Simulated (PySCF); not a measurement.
# C3H10Si2: the cost of one run

The runs use PySCF 2.14.0, with density-fitted response routines of our own; the level of theory stands in each step. All values are computed, except where a source is named. Atoms count from 0, in the outputs and in this text.

## Step 1: The molecule as given

15 atoms, charge 0, multiplicity 1; geometry from: GFN2-xTB. The atoms were then displaced at random by about 0.01 Å, so the start is not that level's minimum.

Bonds of the start (Å): C0–C1 1.56, C1–Si2 1.92, Si2–Si3 2.37, Si3–C4 1.92, C4–C0 1.52, C0–H5 1.10, C0–H6 1.07, C1–H7 1.09, C1–H8 1.07, Si2–H9 1.45, Si2–H10 1.47, Si3–H11 1.46, Si3–H12 1.45, C4–H13 1.11, C4–H14 1.09.

## Step 2: Relaxing the molecule at PBE0-D3(BJ)/def2-SVP

Job settings and geometry (Å):

```
{"job": {"xc": "PBE0", "basis": "def2-SVP", "d3": "d3bj", "grid": 1, "shake": 0.01, "kind": "geom"}, "charge": 0, "multiplicity": 1}
C      0.236850    -1.272690    -0.342520
C     -1.160420    -0.817550     0.171540
Si    -1.367200     1.074140    -0.083680
Si     0.965930     1.454270    -0.002360
C      1.337170    -0.408750     0.245300
H      0.231440    -1.139620    -1.438270
H      0.392970    -2.307530    -0.120900
H     -1.206610    -1.047500     1.232070
H     -1.937350    -1.382210    -0.305960
H     -2.023080     1.333530    -1.344980
H     -2.221980     1.630040     0.979910
H      1.510170     2.245480     1.103000
H      1.540790     1.939100    -1.244480
H      1.396910    -0.616690     1.330690
H      2.289080    -0.701390    -0.186610
```

Started as:

```bash
OMP_NUM_THREADS=1 python probes_run.py task.json out
```

One launch serves the whole session: the jobs run in the order shown.

**Question.** How long does this first job take on 1 thread of Arm Neoverse V2, shared host, and how much memory does it need?

About 27 s, with a peak of 0.51 GiB.
